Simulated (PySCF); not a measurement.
# C6HF3N2: a tour of settings

Which settings matter for C6HF3N2 (`C#CC(C#N)(C#N)C(F)(F)F`), and how do bad ones show?

Computed with PySCF 2.14.0, with density-fitted response routines of our own, on a single molecule in the gas phase. Atoms count from 0, in the outputs and in this text.

### Step 1. The molecule as given

12 atoms, charge 0, multiplicity 1; geometry from: GFN2-xTB.

Bonds of the start (Å): C0–C1 1.20, C1–C2 1.46, C2–C3 1.46, C3–N4 1.14, C2–C5 1.46, C5–N6 1.14, C2–C7 1.55, C7–F8 1.33, C7–F9 1.33, C7–F10 1.33, C0–H11 1.05.

### Step 2. Spin-spin couplings: PBE0/6-31G

The job: settings as JSON, then the geometry in Å.

```
{"job": {"kind": "j", "xc": "PBE0", "basis": "6-31G"}, "charge": 0, "multiplicity": 1}
C      2.124449    -1.189969    -0.343193
C      1.126886    -0.606878    -0.038010
C     -0.097197     0.105474     0.322373
C     -0.865447    -0.693937     1.274662
N     -1.448986    -1.329013     2.018265
C      0.244815     1.388625     0.932660
N      0.529569     2.383549     1.407910
C     -0.952962     0.353409    -0.946814
F     -1.287559    -0.795024    -1.537591
F     -2.083951     1.001014    -0.661404
F     -0.289331     1.083791    -1.844601
H      3.000912    -1.701726    -0.610283
```

Level: PBE0/6-31G indirect spin-spin coupling, non-relativistic, gas phase.

The run is started by

```bash
$ OMP_NUM_THREADS=1 python probes_run.py task.json out
```

One launch serves the whole session: the jobs run in the order shown.

The program printed:

```text
coarse grid: 12520 points
cycle   1  E = -636.9885570077  dE =  2.427e+00  |g| = 1.190e+00  |ddm| = 4.407e+00
cycle   2  E = -635.7959252821  dE =  1.193e+00  |g| = 2.684e+00  |ddm| = 5.021e+00
cycle   3  E = -637.2750345704  dE = -1.479e+00  |g| = 4.105e-01  |ddm| = 3.615e+00
cycle   4  E = -637.3088125667  dE = -3.378e-02  |g| = 1.068e-01  |ddm| = 4.187e-01
cycle   5  E = -637.3111038625  dE = -2.291e-03  |g| = 2.573e-02  |ddm| = 1.090e-01
cycle   6  E = -637.3112406593  dE = -1.368e-04  |g| = 1.073e-02  |ddm| = 3.114e-02
cycle   7  E = -637.3112686204  dE = -2.796e-05  |g| = 2.223e-03  |ddm| = 1.125e-02
cycle   8  E = -637.3112696625  dE = -1.042e-06  |g| = 3.229e-04  |ddm| = 2.670e-03
final grid: 129416 points
cycle   9  E = -637.2645515000  dE = -2.888e-05  |g| = 6.914e-03  |ddm| = 2.579e-02
cycle  10  E = -637.2645472741  dE =  4.226e-06  |g| = 8.974e-03  |ddm| = 1.980e-02
cycle  11  E = -637.2645610426  dE = -1.377e-05  |g| = 1.168e-03  |ddm| = 1.113e-02
cycle  12  E = -637.2645612229  dE = -1.803e-07  |g| = 7.688e-04  |ddm| = 1.629e-03
cycle  13  E = -637.2645613570  dE = -1.341e-07  |g| = 1.015e-04  |ddm| = 6.950e-04
cycle  14  E = -637.2645613579  dE = -9.759e-10  |g| = 8.084e-05  |ddm| = 1.473e-04
cycle  15  E = -637.2645613594  dE = -1.458e-09  |g| = 1.615e-05  |ddm| = 8.102e-05
cycle  16  E = -637.2645613594  dE = -6.253e-11  |g| = 1.636e-06  |ddm| = 2.049e-05
converged SCF energy = -637.2645613594

Indirect spin-spin couplings (Hz)
  i      j    bonds     total        FC       PSO       DSO        SD
  0 C    8 F    4      0.309     0.468    -0.073    -0.044    -0.043
  0 C    9 F    4      1.615     2.241    -0.302    -0.321    -0.003
  0 C   10 F    4      0.307     0.460    -0.069    -0.044    -0.040
  0 C   11 H    1    239.242   240.056    -1.429     0.615         -
  1 C    8 F    3     -2.596    -2.431    -0.445     0.247     0.033
  1 C    9 F    3      3.621     3.559     0.218    -0.239     0.082
  1 C   10 F    3     -2.614    -2.451    -0.440     0.246     0.032
  1 C   11 H    2     32.116    28.902     4.292    -1.078         -
  2 C    8 F    2     41.581    43.238    -2.873     0.300     0.916
  2 C    9 F    2     41.863    43.464    -2.980     0.293     1.085
  2 C   10 F    2     41.548    43.201    -2.872     0.300     0.919
  2 C   11 H    3      5.087     5.311     0.117    -0.342         -
  3 C    8 F    3     -2.850    -2.835    -0.321     0.277     0.030
  3 C    9 F    3     -2.945    -2.933    -0.322     0.277     0.033
  3 C   10 F    3      3.672     3.761     0.173    -0.216    -0.046
  3 C   11 H    4     -3.336    -3.185     0.040    -0.192         -
  4 N   10 F    4      0.438     0.023     0.194     0.138     0.083
  5 C    8 F    3      3.692     3.781     0.173    -0.216    -0.046
  5 C    9 F    3     -2.931    -2.920    -0.319     0.276     0.032
  5 C   10 F    3     -2.853    -2.837    -0.324     0.277     0.030
  5 C   11 H    4     -3.333    -3.181     0.040    -0.192         -
  6 N    8 F    4      0.438     0.023     0.194     0.138     0.083
  7 C    8 F    1   -350.211  -323.722   -34.726     1.793     6.444
  7 C    9 F    1   -353.697  -327.645   -34.344     1.791     6.501
  7 C   10 F    1   -350.259  -323.764   -34.728     1.793     6.440
  7 C   11 H    4     -2.995    -2.885     0.053    -0.164         -
  8 F    9 F    2    105.410    74.853   -21.962     0.352    52.167
  8 F   10 F    2    109.667    77.980   -21.056     0.357    52.387
  8 F   11 H    5     -0.813    -0.412     0.081    -0.523     0.041
  9 F   10 F    2    104.871    74.428   -22.069     0.352    52.160
  9 F   11 H    5     -1.108    -0.374     0.327    -1.134     0.074
 10 F   11 H    5     -0.807    -0.408     0.084    -0.524     0.041
```

It took 19 s on 1 thread, shared host.

The basis is not made for couplings: without tight functions at the nuclei these values are rough.

Couplings of 1 Hz or more, nine at most for each number of bonds, with means over like pairs (isotopes 13C, 19F, 1H, 15N):

| pair | bonds | J (Hz) | Fermi contact (Hz) |
| --- | --- | --- | --- |
| C7–F8 | 1 | -351.4 | -325.0 |
| C0–H11 | 1 | 239.2 | 240.1 |
| F8–F9 | 2 | 106.6 | 75.8 |
| C2–F8 | 2 | 41.7 | 43.3 |
| C1–H11 | 2 | 32.1 | 28.9 |
| C2–H11 | 3 | 5.1 | 5.3 |
| C3–H11 | 4 | -3.3 | -3.2 |
| C7–H11 | 4 | -3.0 | -2.9 |

The spin-dipole term was solved for some atoms only; pairs without it lack that part.

The response was solved for the nuclei of F, H alone, so couplings that need other nuclei can be missing.

Quadrupole couplings from the field gradients of the same density:

| atom | isotope | eQq/h (MHz) | η |
| --- | --- | --- | --- |
| N6 | 14N | -3.517 | 0.08 |
| N4 | 14N | -3.517 | 0.08 |

### Step 3. Excited states and response: PBE0/SBKJC-VDZ

Settings changed since step 2:

```diff
@@ -1,2 +1,2 @@
-{"job": {"kind": "j", "xc": "PBE0", "basis": "6-31G"}, "charge": 0, "multiplicity": 1}
+{"job": {"kind": "uv", "xc": "PBE0", "basis": "SBKJC-VDZ", "nstates": 6, "ntriplets": 5, "tda": false, "scf": {"max_cycle": 54}}, "charge": 0, "multiplicity": 2}
 C      2.124449    -1.189969    -0.343193
```

Method: PBE0/SBKJC-VDZ.

The program printed:

```text
RuntimeError: Electron number 56 and spin 1 are not consistent
Note mol.spin = 2S = Nalpha - Nbeta, not 2S+1
```

Run time: 0.1 s. Hardware: 1 thread, shared host.

**What went wrong.** Charge and multiplicity don't fit the number of electrons: an even count needs an odd multiplicity, and the reverse. Cure: mend the charge or the multiplicity.

### Step 4. Shielding tensors: wB97X/ANO-RCC-VDZP

Settings changed since step 3:

```diff
@@ -1,2 +1,2 @@
-{"job": {"kind": "uv", "xc": "PBE0", "basis": "SBKJC-VDZ", "nstates": 6, "ntriplets": 5, "tda": false, "scf": {"max_cycle": 54}}, "charge": 0, "multiplicity": 2}
+{"job": {"kind": "nmr", "xc": "wB97X", "basis": "ANO-RCC-VDZP", "pop": false, "grid": 4}, "charge": 0, "multiplicity": 1}
 C      2.124449    -1.189969    -0.343193
```

Level: GIAO wB97X/ANO-RCC-VDZP NMR shielding, non-relativistic, gas phase.

The program printed:

```text
coarse grid: 12520 points
cycle   1  E = -637.7511275228  dE =  2.560e+00  |g| = 1.368e+00  |ddm| = 5.354e+00
cycle   2  E = -637.2968386919  dE =  4.543e-01  |g| = 2.126e+00  |ddm| = 2.520e+00
cycle   3  E = -638.1539556624  dE = -8.571e-01  |g| = 2.055e-01  |ddm| = 1.529e+00
cycle   4  E = -638.1605010089  dE = -6.545e-03  |g| = 1.134e-01  |ddm| = 2.288e-01
cycle   5  E = -638.1631617097  dE = -2.661e-03  |g| = 1.622e-02  |ddm| = 1.008e-01
cycle   6  E = -638.1632225443  dE = -6.083e-05  |g| = 4.179e-03  |ddm| = 2.166e-02
cycle   7  E = -638.1632285781  dE = -6.034e-06  |g| = 1.282e-03  |ddm| = 8.517e-03
final grid: 329616 points
cycle   8  E = -638.1731384676  dE = -1.081e-04  |g| = 8.145e-03  |ddm| = 6.358e-02
cycle   9  E = -638.1731408029  dE = -2.335e-06  |g| = 7.973e-03  |ddm| = 1.192e-02
cycle  10  E = -638.1731512884  dE = -1.049e-05  |g| = 1.510e-03  |ddm| = 5.485e-03
cycle  11  E = -638.1731516777  dE = -3.893e-07  |g| = 7.064e-04  |ddm| = 1.610e-03
cycle  12  E = -638.1731517836  dE = -1.059e-07  |g| = 2.269e-04  |ddm| = 7.566e-04
cycle  13  E = -638.1731517946  dE = -1.096e-08  |g| = 2.783e-05  |ddm| = 2.367e-04
cycle  14  E = -638.1731517948  dE = -2.935e-10  |g| = 2.040e-05  |ddm| = 9.303e-05
converged SCF energy = -638.1731517948

GIAO shielding tensors (ppm)
atom      isotropic    diamagn.    paramagn.     s11        s22        s33       span
  0 C      112.724     264.702    -151.979     40.971     48.358    248.841    207.870
  1 C      125.677     251.881    -126.204     38.627     41.047    297.356    258.729
  2 C      159.864     256.892     -97.028    151.997    154.071    173.524     21.527
  3 C       85.178     260.807    -175.629    -21.937    -17.853    295.324    317.260
  4 N      -22.937     333.330    -356.267   -192.651   -169.891    293.730    486.381
  5 C       85.182     260.803    -175.621    -21.909    -17.865    295.320    317.229
  6 N      -22.949     333.328    -356.277   -192.632   -169.980    293.763    486.395
  7 C       59.404     242.285    -182.882     50.780     63.334     64.098     13.318
  8 F      270.782     469.471    -198.689    200.738    267.190    344.418    143.680
  9 F      269.344     467.894    -198.550    198.606    267.398    342.029    143.424
 10 F      270.824     469.460    -198.636    200.787    267.204    344.482    143.696
 11 H       28.783      34.214      -5.431     23.213     23.404     39.732     16.519
```

It took 89 s on 1 thread, shared host.

Shifts follow as δ = σ(reference) − σ, with reference shieldings (ppm) from runs at the same level and on the same kind of geometry: 1H TMS 31.87, 13C TMS 192.6, 19F CFCl3 197.4, 15N NH3 273.4. The references are single molecules in the gas phase, so shifts against H2O, NH3, PH3, H3PO4 or CFCl3 are not on the usual liquid scales and can be off by tens of ppm. Atoms listed in one row are averaged.

| atoms | environment | σ (ppm) | δ (ppm) |
| --- | --- | --- | --- |
| C7 | CF3 carbon | 59.4 | 133.2 |
| C3, C5 | nitrile carbon | 85.2 | 107.5 |
| C0 | terminal alkyne carbon | 112.7 | 79.9 |
| C1 | alkyne carbon | 125.7 | 67.0 |
| C2 | quaternary sp3 carbon α to a nitrile | 159.9 | 32.8 |
| H11 | hydrogen on a terminal alkyne carbon | 28.78 | 3.09 |
| N4, N6 | nitrile nitrogen | -22.9 | 296.3 |
| F8, F9, F10 | fluorine of a CF3 group | 270.3 | -72.9 |

### Step 5. Nuclear shieldings: PBE/pcSseg-1

Settings changed since step 4:

```diff
@@ -1,2 +1,2 @@
-{"job": {"kind": "nmr", "xc": "wB97X", "basis": "ANO-RCC-VDZP", "pop": false, "grid": 4}, "charge": 0, "multiplicity": 1}
+{"job": {"kind": "nmr", "xc": "PBE", "basis": "pcSseg-1", "pop": false, "scf": {"conv": 1e-08}}, "charge": 0, "multiplicity": 1}
 C      2.124449    -1.189969    -0.343193
```

Method: GIAO PBE/pcSseg-1 NMR shielding, non-relativistic, gas phase.

The program printed:

```text
final grid: 129416 points
cycle   1  E = -637.1457429486  dE =  1.946e+00  |g| = 1.181e+00  |ddm| = 3.685e+00
cycle   2  E = -635.1638351303  dE =  1.982e+00  |g| = 3.374e+00  |ddm| = 4.461e+00
cycle   3  E = -637.3006094963  dE = -2.137e+00  |g| = 7.028e-01  |ddm| = 3.745e+00
cycle   4  E = -637.4003604703  dE = -9.975e-02  |g| = 2.157e-01  |ddm| = 5.705e-01
cycle   5  E = -637.4087881344  dE = -8.428e-03  |g| = 8.462e-02  |ddm| = 1.935e-01
cycle   6  E = -637.4100095424  dE = -1.221e-03  |g| = 4.593e-02  |ddm| = 8.692e-02
cycle   7  E = -637.4105158395  dE = -5.063e-04  |g| = 5.537e-03  |ddm| = 3.564e-02
cycle   8  E = -637.4105224527  dE = -6.613e-06  |g| = 1.576e-03  |ddm| = 7.048e-03
cycle   9  E = -637.4105229022  dE = -4.495e-07  |g| = 4.347e-04  |ddm| = 1.508e-03
cycle  10  E = -637.4105229253  dE = -2.309e-08  |g| = 2.872e-04  |ddm| = 5.912e-04
cycle  11  E = -637.4105229376  dE = -1.235e-08  |g| = 1.832e-05  |ddm| = 2.684e-04
cycle  12  E = -637.4105229377  dE = -3.229e-11  |g| = 1.368e-05  |ddm| = 3.261e-05
converged SCF energy = -637.4105229377

GIAO shielding tensors (ppm)
atom      isotropic    diamagn.    paramagn.     s11        s22        s33       span
  0 C       98.734     254.035    -155.302     22.551     28.943    244.707    222.155
  1 C      111.189     260.559    -149.371     20.393     20.919    292.254    271.861
  2 C      146.658     240.620     -93.962    139.404    142.438    158.131     18.727
  3 C       74.077     257.431    -183.354    -35.682    -32.384    290.297    325.979
  4 N      -46.498     338.165    -384.663   -223.365   -201.797    285.668    509.033
  5 C       74.078     257.429    -183.351    -35.659    -32.400    290.295    325.954
  6 N      -46.501     338.165    -384.666   -223.334   -201.884    285.713    509.047
  7 C       45.806     237.684    -191.879     35.131     50.788     51.498     16.367
  8 F      229.861     471.288    -241.427    161.936    219.659    307.988    146.052
  9 F      227.864     469.561    -241.697    158.713    217.665    307.212    148.499
 10 F      229.909     471.278    -241.369    162.006    219.659    308.062    146.055
 11 H       29.517      33.354      -3.837     24.504     24.721     39.326     14.822
```

Run time: 38 s. Hardware: 1 thread, shared host.

In short: δ C7 136.8, C3 108.5, C0 83.9, C1 71.4, H11 2.12 ppm (means over like atoms).

### Step 6. NMR shieldings: PBE0/cc-pVDZ

Settings changed since step 5:

```diff
@@ -1,2 +1,2 @@
-{"job": {"kind": "nmr", "xc": "PBE", "basis": "pcSseg-1", "pop": false, "scf": {"conv": 1e-08}}, "charge": 0, "multiplicity": 1}
+{"job": {"kind": "nmr", "xc": "PBE0", "basis": "cc-pVDZ", "pop": true}, "charge": 0, "multiplicity": 1}
 C      2.124449    -1.189969    -0.343193
```

With the program's defaults for keys left out, this is: GIAO PBE0/cc-pVDZ NMR shielding, non-relativistic, gas phase.

The program printed:

```text
coarse grid: 12520 points
cycle   1  E = -637.1840429874  dE =  2.235e+00  |g| = 1.206e+00  |ddm| = 7.409e+00
cycle   2  E = -636.0249281720  dE =  1.159e+00  |g| = 2.694e+00  |ddm| = 4.757e+00
cycle   3  E = -637.4403224766  dE = -1.415e+00  |g| = 4.158e-01  |ddm| = 3.407e+00
cycle   4  E = -637.4738971192  dE = -3.357e-02  |g| = 1.372e-01  |ddm| = 6.176e-01
cycle   5  E = -637.4777283973  dE = -3.831e-03  |g| = 3.207e-02  |ddm| = 1.768e-01
cycle   6  E = -637.4779308419  dE = -2.024e-04  |g| = 1.361e-02  |ddm| = 5.666e-02
cycle   7  E = -637.4779760233  dE = -4.518e-05  |g| = 2.319e-03  |ddm| = 1.908e-02
cycle   8  E = -637.4779771412  dE = -1.118e-06  |g| = 5.176e-04  |ddm| = 4.060e-03
final grid: 129416 points
cycle   9  E = -637.4955881885  dE = -4.174e-05  |g| = 6.438e-03  |ddm| = 6.313e-02
cycle  10  E = -637.4955832054  dE =  4.983e-06  |g| = 8.779e-03  |ddm| = 2.373e-02
cycle  11  E = -637.4955959288  dE = -1.272e-05  |g| = 2.202e-03  |ddm| = 1.296e-02
cycle  12  E = -637.4955968278  dE = -8.989e-07  |g| = 8.550e-04  |ddm| = 3.299e-03
cycle  13  E = -637.4955969919  dE = -1.642e-07  |g| = 1.121e-04  |ddm| = 1.098e-03
cycle  14  E = -637.4955969942  dE = -2.211e-09  |g| = 5.532e-05  |ddm| = 2.423e-04
cycle  15  E = -637.4955969948  dE = -6.235e-10  |g| = 2.166e-05  |ddm| = 9.305e-05
converged SCF energy = -637.4955969948

GIAO shielding tensors (ppm)
atom      isotropic    diamagn.    paramagn.     s11        s22        s33       span
  0 C      119.556     267.442    -147.886     51.336     57.706    249.628    198.293
  1 C      133.191     249.839    -116.648     52.291     52.322    294.960    242.669
  2 C      159.365     249.705     -90.340    153.031    154.905    170.158     17.127
  3 C       96.470     262.902    -166.431     -3.501     -0.212    293.124    296.625
  4 N      -12.931     339.488    -352.419   -175.979   -155.723    292.908    468.887
  5 C       96.470     262.901    -166.431     -3.484     -0.226    293.120    296.603
  6 N      -12.937     339.487    -352.424   -175.951   -155.807    292.946    468.897
  7 C       72.428     245.456    -173.028     63.763     76.303     77.217     13.454
  8 F      268.015     470.807    -202.793    202.296    261.536    340.212    137.916
  9 F      266.430     468.856    -202.426    199.286    260.274    339.730    140.444
 10 F      268.057     470.795    -202.739    202.355    261.541    340.273    137.917
 11 H       29.692      34.311      -4.619     24.667     24.851     39.559     14.892
```

It took 25 s on 1 thread, shared host.

In short: δ C7 126.7, C3 102.7, C0 79.6, C1 65.9, H11 2.05 ppm (means over like atoms).

### Step 7. Comparing the runs: NMR shifts

Shifts (ppm) of some atoms, chosen among heavy atoms and hydrogens apart, means over like atoms, with basis size and wall time:

| run | C7 | C3 | C2 | H11 | N4 | F8 | functions | time |
| --- | --- | --- | --- | --- | --- | --- | --- | --- |
| wB97X/ANO-RCC-VDZP | 133.2 | 107.5 | 32.8 | 3.09 | 296.3 | -72.9 | 159 | 89 s |
| PBE/pcSseg-1 | 136.8 | 108.5 | 36.0 | 2.12 | 313.8 | -91.5 | 192 | 38 s |
| PBE0/cc-pVDZ | 126.7 | 102.7 | 39.8 | 2.05 | 288.2 | -72.9 | 159 | 25 s |

### Step 8. What came out

```
                                                                      quantity                                            value
                                    largest coupling of the table (PBE0/6-31G)                         1J(C,F) C7–F8, -351.4 Hz
  13C shifts against TMS (wB97X/ANO-RCC-VDZP, means over atoms taken as alike)               133.2, 107.5, 79.9, 67.0, 32.8 ppm
                                    1H shifts against TMS (wB97X/ANO-RCC-VDZP)                                         3.09 ppm
  15N shifts against NH3 (wB97X/ANO-RCC-VDZP, means over atoms taken as alike)                                        296.3 ppm
19F shifts against CFCl3 (wB97X/ANO-RCC-VDZP, means over atoms taken as alike)                                        -72.9 ppm
                                                      range of the shift of N4                               288.2 to 313.8 ppm
                                                 property runs in this session  5, of which 1 failed and 0 gave unsound results
```

What this shows: Single values in the summary come from the first run of each kind that ended normally (PBE0/6-31G; wB97X/ANO-RCC-VDZP), which need not be the best level. In the run at PBE0/6-31G, the largest coupling of the table is C7–F8 (mean over like pairs), -351.4 Hz, of which the Fermi-contact term gives -325.0 Hz. Density functionals describe couplings to fluorine poorly, F–F couplings above all, so those rows are rough. At wB97X/ANO-RCC-VDZP: Shielding is most anisotropic at N4, N6 (span 486 ppm, paramagnetic term -356 ppm). In ppm, N4 (with its like atoms) moves most: its shift spreads over 25.7 ppm, from 288.2 (PBE0/cc-pVDZ) to 313.8 (PBE/pcSseg-1). Couplings from bases without tight functions are rough.
